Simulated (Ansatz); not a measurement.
# CH4FInO: rotation by 180° about the O2–In3 bond

Aim: the minimum-energy path and barrier of the rotation by 180° about the O2–In3 bond. The ends are relaxed first, then joined by a nudged elastic band. SMILES of the start: C[O][InH][F].

Method: RKS B3LYP/def2-SVP, in Ansatz 0.2.0.

**1. The structure to begin with**

Bond lengths: C1–O2 1.408 Å, O2–In3 1.972 Å, In3–F4 1.968 Å, C1–H5 1.100 Å, C1–H6 1.095 Å, C1–H7 1.095 Å, In3–H8 1.685 Å. Angles: C1–O2–In3 122.6°, O2–C1–H5 112.9°, O2–C1–H6 108.5°, O2–C1–H7 109.4°, H5–C1–H6 108.3°, H5–C1–H7 108.4°, H6–C1–H7 109.2°, O2–In3–F4 110.5°, O2–In3–H8 124.2°, F4–In3–H8 125.3°.

As a file:

```xyz
8

C     0.1776    1.2976   -0.0800
O     0.0832    0.2579    0.8651
In   -0.1990   -1.6252    0.3503
F    -0.3948   -1.7849   -1.6012
H    -0.0428    0.9658   -1.1057
H    -0.5398    2.0789    0.1899
H     1.1899    1.7152   -0.0619
H    -0.2743   -2.9053    1.4436
```

**2. Relaxing end A**

File input.yaml:

```yaml
crystal:
  periodic: [false, false, false]
  atoms:
    - { symbol: C, position_ang: [0.17759, 1.29761, -0.08005] }
    - { symbol: O, position_ang: [0.0832, 0.25785, 0.86509] }
    - { symbol: In, position_ang: [-0.19903, -1.62524, 0.35029] }
    - { symbol: F, position_ang: [-0.39476, -1.78487, -1.6012] }
    - { symbol: H, position_ang: [-0.04277, 0.96576, -1.10568] }
    - { symbol: H, position_ang: [-0.53982, 2.07895, 0.18989] }
    - { symbol: H, position_ang: [1.18987, 1.7152, -0.0619] }
    - { symbol: H, position_ang: [-0.27429, -2.90526, 1.44356] }
basis:
  gaussian: { orbitals: def2-SVP }
hamiltonian:
  xc: b3lyp
relax:
  f_tol: 0.015
  max_steps: 40
```

The run is started by

```console
ansatz run input.yaml --threads 1 --pin off --max-ram 2048MiB --backend cpu --events-out ev --progress --plain --runs-dir out
```

Standard output (excerpt; [...] marks lines left out):

```text
Warning: RAYON_NUM_THREADS=1 ignored (pool sized by the plan → 1); use --threads N
[...]
Functional definition: B3LYP
[...]
1029 factors; integrals over basis functions are off by at most 3.2e-4 eV
[...]
mean field -11037.40082871 eV, -405.6169990362 hartree, gradient 1.2e-5 eV, S^2 0.000000; 0 other end points of the search recorded, 0 dependent functions left out
[...]
reference -11037.40108602 eV, -405.6170084921 hartree; 24, 24 occupied and 64, 64 virtual orbitals, 1029 factors
relax step   1: F+E_penalty+E_count = -11037.40082871 eV  Δ(F+E_penalty+E_count) = +0.000e0 eV  max|allowed force component| = 3.995e-1 eV/Å  Δτ_max = 0.0000 Å  (27 SCF iters, accepted)
[...]
relax step   7: F+E_penalty+E_count = -11037.42780362 eV  Δ(F+E_penalty+E_count) = +1.115e-4 eV  max|allowed force component| = 2.669e-2 eV/Å  Δτ_max = 0.0183 Å  (32 SCF iters, rejected (line search))
[...]
relax step   8: F+E_penalty+E_count = -11037.42802982 eV  Δ(F+E_penalty+E_count) = -1.147e-4 eV  max|allowed force component| = 1.021e-3 eV/Å  Δτ_max = 0.0075 Å  (24 SCF iters, accepted)
1029 factors; integrals over basis functions are off by at most 3.3e-4 eV
mean field -11037.42802982 eV, -405.6179986584 hartree, gradient 1.6e-5 eV, S^2 0.000000; 1 other end points of the search recorded, 0 dependent functions left out
[...]
reference -11037.42828627 eV, -405.6180080829 hartree; 24, 24 occupied and 64, 64 virtual orbitals, 1029 factors
Total energy: -11037.42828627 eV, -405.6180080829 hartree
Atom 0 at     0.184448     1.296974    -0.088594 Å, force     0.000015    -0.000458    -0.000112 eV/Å
Atom 1 at     0.131058     0.265318     0.873446 Å, force     0.000394    -0.000986    -0.000334 eV/Å
Atom 2 at    -0.202108    -1.642444     0.403051 Å, force    -0.000630     0.000222    -0.000311 eV/Å
Atom 3 at    -0.425908    -1.724586    -1.556725 Å, force    -0.000430    -0.000384    -0.000143 eV/Å
Atom 4 at     0.004996     0.946901    -1.121798 Å, force     0.000666     0.000358     0.000320 eV/Å
Atom 5 at    -0.572505     2.070882     0.141469 Å, force    -0.000348     0.000098    -0.000178 eV/Å
Atom 6 at     1.175985     1.788338    -0.067101 Å, force     0.000041     0.001021     0.000293 eV/Å
Atom 7 at    -0.295977    -3.001383     1.416252 Å, force     0.000291     0.000129     0.000463 eV/Å
Dipole moment:     0.010541    -0.179382     0.334912 e Å
```

Run time: 73 s. Hardware: 1 thread of Intel Xeon at 2.70GHz, shared host; peak memory 0.19 GiB.

Relaxation path:

| step | energy from step 1 (eV) | largest force component (eV/Å) |
| --- | --- | --- |
| 1 | 0.0000 | 0.3995 |
| 2 | -0.0240 | 0.2727 |
| 3 | -0.0261 | 0.0932 |
| 4 | -0.0267 | 0.0205 |
| 5 | -0.0270 | 0.0143 |
| 6 | -0.0271 | 0.0191 |
| 7x | -0.0270 | 0.0267 |
| 8 | -0.0272 | 0.0010 |

Step 1 is the start. 1 step was tried and not accepted (marked x).

After: Bond lengths: C1–O2 1.412 Å, O2–In3 1.993 Å, In3–F4 1.974 Å, C1–H5 1.106 Å, C1–H6 1.107 Å, C1–H7 1.107 Å, In3–H8 1.698 Å. Angles: C1–O2–In3 123.0°, O2–C1–H5 113.5°, O2–C1–H6 110.1°, O2–C1–H7 110.2°, H5–C1–H6 107.7°, H5–C1–H7 107.7°, H6–C1–H7 107.4°, O2–In3–F4 107.0°, O2–In3–H8 129.4°, F4–In3–H8 123.6°.

**3. Relaxing end B**

The second end starts from a geometry with the move made by hand.

input.yaml: that of step 2 with these lines changed.

```diff
@@ -6,3 +6,3 @@
     - { symbol: In, position_ang: [-0.19903, -1.62524, 0.35029] }
-    - { symbol: F, position_ang: [-0.39476, -1.78487, -1.6012] }
+    - { symbol: F, position_ang: [-0.20068, -2.78253, 1.94176] }
     - { symbol: H, position_ang: [-0.04277, 0.96576, -1.10568] }
@@ -10,3 +10,3 @@
     - { symbol: H, position_ang: [1.18987, 1.7152, -0.0619] }
-    - { symbol: H, position_ang: [-0.27429, -2.90526, 1.44356] }
+    - { symbol: H, position_ang: [-0.3949, -2.15423, -1.23753] }
 basis:
```

The run is started by

```console
ansatz run input.yaml --threads 1 --pin off --max-ram 2048MiB --backend cpu --events-out ev --progress --plain --runs-dir out
```

Standard output (excerpt; [...] marks lines left out):

```text
Warning: RAYON_NUM_THREADS=1 ignored (pool sized by the plan → 1); use --threads N
[...]
Functional definition: B3LYP
[...]
1028 factors; integrals over basis functions are off by at most 3.6e-4 eV
[...]
mean field -11037.30333284 eV, -405.6134161288 hartree, gradient 1.4e-5 eV, S^2 0.000000; 0 other end points of the search recorded, 0 dependent functions left out
[...]
reference -11037.30359515 eV, -405.6134257686 hartree; 24, 24 occupied and 64, 64 virtual orbitals, 1028 factors
relax step   1: F+E_penalty+E_count = -11037.30333284 eV  Δ(F+E_penalty+E_count) = +0.000e0 eV  max|allowed force component| = 5.228e-1 eV/Å  Δτ_max = 0.0000 Å  (27 SCF iters, accepted)
[...]
relax step   5: F+E_penalty+E_count = -11037.34156332 eV  Δ(F+E_penalty+E_count) = -8.113e-4 eV  max|allowed force component| = 1.548e-2 eV/Å  Δτ_max = 0.0231 Å  (24 SCF iters, accepted)
[...]
reference -11037.34186863 eV, -405.6148322933 hartree; 24, 24 occupied and 64, 64 virtual orbitals, 1028 factors
Total energy: -11037.34186863 eV, -405.6148322933 hartree
Atom 0 at     0.183545     1.325498    -0.059969 Å, force     0.000273     0.006308    -0.002824 eV/Å
Atom 1 at     0.090960     0.236504     0.822349 Å, force     0.000312    -0.003179     0.000779 eV/Å
Atom 2 at    -0.201385    -1.666827     0.301601 Å, force    -0.002252    -0.002122    -0.001348 eV/Å
Atom 3 at    -0.199948    -2.735028     1.947417 Å, force     0.000204    -0.003413     0.000869 eV/Å
Atom 4 at    -0.020104     1.077594    -1.122536 Å, force     0.000170     0.000253    -0.000375 eV/Å
Atom 5 at    -0.537068     2.114081     0.230236 Å, force     0.000078     0.000427    -0.000268 eV/Å
Atom 6 at     1.194444     1.776126    -0.021385 Å, force     0.000155     0.000457     0.000032 eV/Å
Atom 7 at    -0.436983    -2.374579    -1.235843 Å, force     0.001061     0.001267     0.003134 eV/Å
Dipole moment:    -0.039196     0.145011    -0.746415 e Å
```

Wall time 49 s (1 thread of Intel Xeon at 2.70GHz, shared host); peak memory 0.19 GiB.

Relaxation path:

| step | energy from step 1 (eV) | largest force component (eV/Å) |
| --- | --- | --- |
| 1 | 0.0000 | 0.5228 |
| 2 | -0.0322 | 0.3023 |
| 3 | -0.0365 | 0.1148 |
| 4 | -0.0374 | 0.1600 |
| 5 | -0.0382 | 0.0155 |
| 6 | -0.0383 | 0.0063 |

Step 1 is the start.

After: Bond lengths: C1–O2 1.405 Å, O2–In3 1.995 Å, In3–F4 1.962 Å, C1–H5 1.110 Å, C1–H6 1.107 Å, C1–H7 1.107 Å, In3–H8 1.709 Å. Angles: C1–O2–In3 125.8°, O2–C1–H5 114.6°, O2–C1–H6 110.2°, O2–C1–H7 110.7°, H5–C1–H6 106.9°, H5–C1–H7 107.0°, H6–C1–H7 107.2°, O2–In3–F4 107.5°, O2–In3–H8 130.6°, F4–In3–H8 122.0°.

**4. Nudged elastic band**

crystal.atoms is end A as relaxed above, and neb.final_atoms is end B, turned to lie on A. With 5 inner images the band has 7 in all. The start path is listed, through a guess of the saddle.

File input.yaml:

```yaml
crystal:
  periodic: [false, false, false]
  atoms:
    - { symbol: C, position_ang: [0.184448, 1.296974, -0.088594] }
    - { symbol: O, position_ang: [0.131058, 0.265318, 0.873446] }
    - { symbol: In, position_ang: [-0.202108, -1.642444, 0.403051] }
    - { symbol: F, position_ang: [-0.425908, -1.724586, -1.556725] }
    - { symbol: H, position_ang: [0.004996, 0.946901, -1.121798] }
    - { symbol: H, position_ang: [-0.572505, 2.070882, 0.141469] }
    - { symbol: H, position_ang: [1.175985, 1.788338, -0.067101] }
    - { symbol: H, position_ang: [-0.295977, -3.001383, 1.416252] }
basis:
  gaussian: { orbitals: def2-SVP }
hamiltonian:
  xc: b3lyp
neb:
  order_check: false
  images: 5
  f_tol: 0.03
  max_iterations: 47
  final_atoms:
    - { symbol: C, position_ang: [0.22713797, 1.35572681, 0.09252883] }
    - { symbol: O, position_ang: [-0.09750691, 0.2548562, -0.71719617] }
    - { symbol: In, position_ang: [-0.27264315, -1.6350563, -0.10329796] }
    - { symbol: F, position_ang: [-0.78034117, -2.71581207, -1.66021009] }
    - { symbol: H, position_ang: [0.49128879, 1.09727259, 1.13914419] }
    - { symbol: H, position_ang: [1.09216096, 1.90016614, -0.33254319] }
    - { symbol: H, position_ang: [-0.61777077, 2.07014003, 0.1395827] }
    - { symbol: H, position_ang: [-0.04233673, -2.3272934, 1.4419917] }
  initial_path:
    images:
      - { positions_ang: [[0.184448, 1.296974, -0.088594], [0.131058, 0.265318, 0.873446], [-0.202108, -1.642444, 0.403051], [-0.425908, -1.724586, -1.556725], [0.004996, 0.946901, -1.121798], [-0.572505, 2.070882, 0.141469], [1.175985, 1.788338, -0.067101], [-0.295977, -3.001383, 1.416252]] }
      - { positions_ang: [[0.15494509, 1.30710595, -0.06206222], [0.31790539, 0.22857617, 0.74737642], [-0.15742097, -1.64151161, 0.33237422], [-0.08302629, -1.94818449, -1.53697578], [-0.29132034, 1.01260619, -0.90606816], [-0.39598192, 2.05736027, 0.36711824], [1.03590782, 1.7847685, -0.29747412], [-0.58101977, -2.80072098, 1.3557114]] }
      - { positions_ang: [[0.12544219, 1.3172379, -0.03553045], [0.50475278, 0.19183434, 0.62130684], [-0.11273395, -1.64057923, 0.26169744], [0.25985541, -2.17178297, -1.51722655], [-0.58763668, 1.07831137, -0.69033832], [-0.21945884, 2.04383854, 0.59276747], [0.89583063, 1.78119901, -0.52784724], [-0.86606254, -2.60005896, 1.29517081]] }
      - { positions_ang: [[0.09593928, 1.32736985, -0.00899867], [0.69160017, 0.1550925, 0.49523726], [-0.06804692, -1.63964684, 0.19102066], [0.60273712, -2.39538146, -1.49747733], [-0.88395302, 1.14401656, -0.47460848], [-0.04293576, 2.03031681, 0.81841671], [0.75575345, 1.77762951, -0.75822036], [-1.15110531, -2.39939694, 1.23463021]] }
      - { positions_ang: [[0.13967218, 1.33682217, 0.02484383], [0.42856448, 0.18834707, 0.09109278], [-0.13624567, -1.63811666, 0.09291445], [0.14171102, -2.50219166, -1.55172158], [-0.42553909, 1.12843524, 0.06330908], [0.33542982, 1.98693325, 0.43476341], [0.29791204, 1.87513302, -0.45895267], [-0.78151578, -2.37536242, 1.30375071]] }
      - { positions_ang: [[0.18340508, 1.34627449, 0.05868633], [0.16552879, 0.22160163, -0.3130517], [-0.20444441, -1.63658648, -0.00519175], [-0.31931508, -2.60900187, -1.60596584], [0.03287485, 1.11285391, 0.60122663], [0.71379539, 1.9435497, 0.05111011], [-0.15992937, 1.97263652, -0.15968499], [-0.41192626, -2.35132791, 1.3728712]] }
      - { positions_ang: [[0.22713797, 1.35572681, 0.09252883], [-0.09750691, 0.2548562, -0.71719617], [-0.27264315, -1.6350563, -0.10329796], [-0.78034117, -2.71581207, -1.66021009], [0.49128879, 1.09727259, 1.13914419], [1.09216096, 1.90016614, -0.33254319], [-0.61777077, 2.07014003, 0.1395827], [-0.04233673, -2.3272934, 1.4419917]] }
```

The run is started by

```console
ansatz run input.yaml --threads 1 --pin off --max-ram 2048MiB --backend cpu --events-out ev --progress --plain --runs-dir out
```

Standard output (excerpt; [...] marks lines left out):

```text
Warning: RAYON_NUM_THREADS=1 ignored (pool sized by the plan → 1); use --threads N
[...]
Functional definition: B3LYP
[...]
1028 factors; integrals over basis functions are off by at most 3.3e-4 eV
[...]
mean field -11037.42802957 eV, -405.6179986494 hartree, gradient 9.8e-6 eV, S^2 0.000000; 0 other end points of the search recorded, 0 dependent functions left out
[...]
reference -11037.42828620 eV, -405.6180080802 hartree; 24, 24 occupied and 64, 64 virtual orbitals, 1028 factors
1028 factors; integrals over basis functions are off by at most 7.4e-4 eV
[...]
mean field -11037.34167688 eV, -405.6148252464 hartree, gradient 1.2e-5 eV, S^2 0.000000; 0 other end points of the search recorded, 0 dependent functions left out
[...]
reference -11037.34193883 eV, -405.6148348728 hartree; 24, 24 occupied and 64, 64 virtual orbitals, 1028 factors
[...]
NEB iter  17: max|band force component| = 2.425e-2 eV/Å  barrier→ = 0.1706 eV  barrier← = 0.0842 eV  CI = image 4  Δτ_max = 0.0000 Å  (258 SCF iters)
Total energy: -11037.25770023 eV, -405.6117391615 hartree
Atom 0 at     0.123107     1.385981     0.065074 Å, force     0.004967    -0.008662     0.002808 eV/Å
Atom 1 at     0.666822     0.119144     0.322644 Å, force    -0.001814     0.006947    -0.001681 eV/Å
Atom 2 at    -0.153671    -1.686208     0.080027 Å, force    -0.000558    -0.000853    -0.000030 eV/Å
Atom 3 at     0.519117    -2.485797    -1.589468 Å, force    -0.000117     0.000036    -0.000152 eV/Å
Atom 4 at    -0.811881     1.590168     0.627373 Å, force    -0.001865     0.001330    -0.000071 eV/Å
Atom 5 at     0.856453     2.153744     0.374031 Å, force    -0.000749     0.000233    -0.000401 eV/Å
Atom 6 at    -0.090232     1.558377    -1.009128 Å, force    -0.000030     0.001054    -0.000733 eV/Å
Atom 7 at    -1.109725    -2.635409     1.129446 Å, force     0.000166    -0.000086     0.000259 eV/Å
Dipole moment:    -0.473432     0.120508     0.413965 e Å
this run last wrote the band of iteration 17 to <dir>
```

It took 9.4 min on 1 thread of Intel Xeon at 2.70GHz, shared host; peak memory 0.2 GiB.

**5. The band, image by image**

The 5 inner images lie between the fixed ends 0 and 6. Energy is taken from image 0, and the path length is the program's own coordinate along the band.

| image | path (Å) | energy (eV) | dihedral C1–O2–In3–F4 (°) | band force (eV/Å) |
| --- | --- | --- | --- | --- |
| 0 | 0.000 | 0.0000 | 0 | - |
| 1 | 1.136 | 0.0164 | -2 | 0.001 |
| 2 | 2.271 | 0.0109 | 1 | 0.007 |
| 3 | 3.407 | 0.0629 | 34 | 0.011 |
| 4* | 4.542 | 0.1706 | 101 | 0.009 |
| 5 | 5.284 | 0.1285 | 140 | 0.024 |
| 6 | 6.026 | 0.0864 | 179 | - |

The star marks the climbing image.

image, energy (eV) and a bar:
```
        0      0.000 
        1      0.016 ###
        2      0.011 ##
        3      0.063 ###########
        4      0.171 ##############################
        5      0.129 #######################
        6      0.086 ###############
```

The top of the band by iteration:

| iteration | highest image above image 0 (eV) | largest band force (eV/Å) |
| --- | --- | --- |
| 1 | 25.7750 | 76.181 |
| 3 | 4.3219 | 8.634 |
| 5 | 0.3991 | 2.586 |
| 7 | 0.2255 | 1.192 |
| 9 | 0.1805 | 0.205 |
| 11 | 0.1761 | 0.148 |
| 13 | 0.1710 | 0.072 |
| 15 | 0.1717 | 0.072 |
| 17 | 0.1706 | 0.024 |

Positions of all images (Å):

```xyz
8
image=0 dE=0.0000
C     0.184    1.297   -0.089
O     0.131    0.265    0.873
In   -0.202   -1.642    0.403
F    -0.426   -1.725   -1.557
H     0.005    0.947   -1.122
H    -0.573    2.071    0.141
H     1.176    1.788   -0.067
H    -0.296   -3.001    1.416
8
image=1 dE=0.0164
C     0.101    1.322   -0.079
O    -0.126    0.279    0.841
In   -0.164   -1.661    0.374
F     0.094   -1.868   -1.570
H    -0.507    1.239   -1.000
H    -0.160    2.280    0.406
H     1.161    1.389   -0.392
H    -0.399   -2.979    1.421
8
image=2 dE=0.0109
C     0.039    1.315   -0.079
O    -0.323    0.280    0.808
In   -0.167   -1.658    0.364
F     0.582   -1.802   -1.456
H    -0.815    1.635   -0.707
H     0.363    2.193    0.509
H     0.865    1.044   -0.764
H    -0.545   -3.006    1.326
8
image=3 dE=0.0629
C     0.030    1.366   -0.032
O    -0.100    0.217    0.766
In   -0.137   -1.705    0.241
F     1.029   -2.096   -1.299
H    -0.958    1.843   -0.188
H     0.671    2.106    0.484
H     0.474    1.185   -1.030
H    -1.009   -2.916    1.057
8
image=4 dE=0.1706
C     0.123    1.386    0.065
O     0.667    0.119    0.323
In   -0.154   -1.686    0.080
F     0.519   -2.486   -1.589
H    -0.812    1.590    0.627
H     0.856    2.154    0.374
H    -0.090    1.558   -1.009
H    -1.110   -2.635    1.129
8
image=5 dE=0.1285
C     0.209    1.377    0.089
O     0.541    0.133   -0.466
In   -0.201   -1.667   -0.031
F    -0.388   -2.622   -1.738
H    -0.066    1.344    1.164
H     1.076    2.058    0.000
H    -0.633    1.853   -0.452
H    -0.539   -2.476    1.434
8
image=6 dE=0.0864
C     0.227    1.356    0.093
O    -0.098    0.255   -0.717
In   -0.273   -1.635   -0.103
F    -0.780   -2.716   -1.660
H     0.491    1.097    1.139
H     1.092    1.900   -0.333
H    -0.618    2.070    0.140
H    -0.042   -2.327    1.442
```

**6. Frequencies at the highest image**

The geometry is the highest inner image of the first converged band.

File input.yaml:

```yaml
crystal:
  periodic: [false, false, false]
  atoms:
    - { symbol: C, position_ang: [0.123107, 1.385981, 0.065074] }
    - { symbol: O, position_ang: [0.666822, 0.119144, 0.322644] }
    - { symbol: In, position_ang: [-0.153671, -1.686208, 0.080027] }
    - { symbol: F, position_ang: [0.519117, -2.485797, -1.589468] }
    - { symbol: H, position_ang: [-0.811881, 1.590168, 0.627373] }
    - { symbol: H, position_ang: [0.856453, 2.153744, 0.374031] }
    - { symbol: H, position_ang: [-0.090232, 1.558377, -1.009128] }
    - { symbol: H, position_ang: [-1.109725, -2.635409, 1.129446] }
basis:
  gaussian: { orbitals: def2-SVP }
hamiltonian:
  xc: b3lyp
phonons: {}
```

The run is started by

```console
ansatz run input.yaml --threads 1 --pin off --max-ram 2048MiB --backend cpu --events-out ev --progress --plain --runs-dir out
```

Standard output (excerpt; [...] marks lines left out):

```text
Warning: RAYON_NUM_THREADS=1 ignored (pool sized by the plan → 1); use --threads N
[...]
Functional definition: B3LYP
[...]
1028 factors; integrals over basis functions are off by at most 3.5e-4 eV
[...]
mean field -11037.25749486 eV, -405.6117316144 hartree, gradient 5.8e-5 eV, S^2 0.000000; 0 other end points of the search recorded, 0 dependent functions left out
[...]
reference -11037.25775775 eV, -405.6117412751 hartree; 24, 24 occupied and 64, 64 virtual orbitals, 1028 factors
[...]
1028 factors; integrals over basis functions are off by at most 3.5e-4 eV
mean field -11037.25734251 eV, -405.6117260156 hartree, gradient 2.0e-6 eV, S^2 0.000000; 0 other end points of the search recorded, 0 dependent functions left out
[...]
reference -11037.25760539 eV, -405.6117356761 hartree; 24, 24 occupied and 64, 64 virtual orbitals, 1028 factors
[...]
1028 factors; integrals over basis functions are off by at most 3.4e-4 eV
[...]
WARN: phonons: modes at or below zero, which the zero-point energy, F, S and C_V leave out: 1, the lowest at -92.43 cm⁻¹. A minimum has none, and a first-order saddle one
[...]
Total energy: -11037.25775775 eV, -405.6117412751 hartree
Atom 0 at     0.123107     1.385981     0.065074 Å, force     0.005038    -0.008653     0.002768 eV/Å
Atom 1 at     0.666822     0.119144     0.322644 Å, force    -0.001840     0.006880    -0.001837 eV/Å
Atom 2 at    -0.153671    -1.686208     0.080027 Å, force    -0.000848    -0.000954     0.000170 eV/Å
Atom 3 at     0.519117    -2.485797    -1.589468 Å, force     0.000101     0.000201    -0.000244 eV/Å
Atom 4 at    -0.811881     1.590168     0.627373 Å, force    -0.001836     0.001358    -0.000031 eV/Å
Atom 5 at     0.856453     2.153744     0.374031 Å, force    -0.000727     0.000232    -0.000417 eV/Å
Atom 6 at    -0.090232     1.558377    -1.009128 Å, force    -0.000071     0.001015    -0.000710 eV/Å
Atom 7 at    -1.109725    -2.635409     1.129446 Å, force     0.000183    -0.000079     0.000302 eV/Å
Dipole moment:    -0.473433     0.120508     0.413966 e Å
Vibrations: -92.43 113.17 153.42 157.83 394.61 421.24 509.12 600.90 1131.70 1166.67 1182.84 1469.82 1473.00 1480.00 1835.22 2949.33 3006.73 3047.50 cm⁻¹, zero-point energy 1.307605 eV
```

Run time: 3.8 min. Hardware: 1 thread of Intel Xeon at 2.70GHz, shared host; peak memory 0.19 GiB.

Of 18 modes, 1 is imaginary by more than 30 cm⁻¹ (92i cm⁻¹).

(Part 1 of 2 ends here.)
